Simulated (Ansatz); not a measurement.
F2H2Si, SMILES F[SiH2]F: the interaction energy of a dimer with the counterpoise correction, run with Ansatz's Python interface.

`dimer_f2h2si.py`
```python
"""Interaction energy of two F2H2Si molecules, with the counterpoise correction."""

import ansatz as az

FIRST = [
    ("F", (-1.0598, 0.5322, 1.016)),
    ("Si", (-0.0244, 0.0052, -0.0274)),
    ("F", (1.2134, -0.5306, 0.7796)),
    ("H", (-0.5417, -1.0961, -0.81)),
    ("H", (0.4123, 1.0892, -0.958)),
]
SECOND = [
    ("F", (0.6863, 0.5738, 3.34)),
    ("Si", (-0.0519, 1.8813, 3.7687)),
    ("F", (0.7084, 2.4525, 5.0201)),
    ("H", (-0.0173, 2.8971, 2.7392)),
    ("H", (-1.4772, 1.6111, 4.1257)),
]

def energy(atoms, ghosts=()):
    molecule = az.Crystal.molecule()
    for symbol, xyz in atoms:
        molecule = molecule.atom(symbol, xyz)
    calc = (
        molecule.calculation()
        .basis(gaussian="def2-SVPD")
        .functional("pbe", dispersion="d3bj")
    )
    deck = calc.input()
    if ghosts:
        deck = deck.set(az.key.basis.gaussian.ghost_atoms, [{"symbol": s, "position_ang": list(xyz)} for s, xyz in ghosts])
    return az.Session.from_dict(deck).plan().execute().report["free_energy_ev"]

# monomers in their own basis and in the basis of the dimer
both = energy(FIRST + SECOND)
alone = energy(FIRST) + energy(SECOND)
ghosted = energy(FIRST, SECOND) + energy(SECOND, FIRST)
print(f"dimer {both:.6f} eV")
print(f"interaction, uncorrected   {(both - alone):8.3f} eV")
print(f"interaction, counterpoise  {(both - ghosted):8.3f} eV")
print(f"basis-set superposition    {(alone - ghosted):8.3f} eV")
```

How large is the interaction at this pose, and how much of it is basis-set superposition?

Uncorrected it is -0.087 eV, with the counterpoise correction -0.034 eV; the difference, 0.05 eV, is the superposition error.

The output:

```console
$ python dimer_f2h2si.py
dimer -26662.313123 eV
interaction, uncorrected     -0.087 eV
interaction, counterpoise    -0.034 eV
basis-set superposition       0.053 eV
```

Reading the output:
- Total energies depend on the basis set; only differences at equal settings carry meaning.
- The dimer is a generated trial pose of unrelaxed monomers, not a minimum, so the figure is no binding energy, and the basis set is small.
- The whole script took 14 s on 1 thread of Arm Neoverse V2, with other jobs on the host, peak memory 0.27 GiB.

(Lines on the test bed's own set-up are left out of the output.)
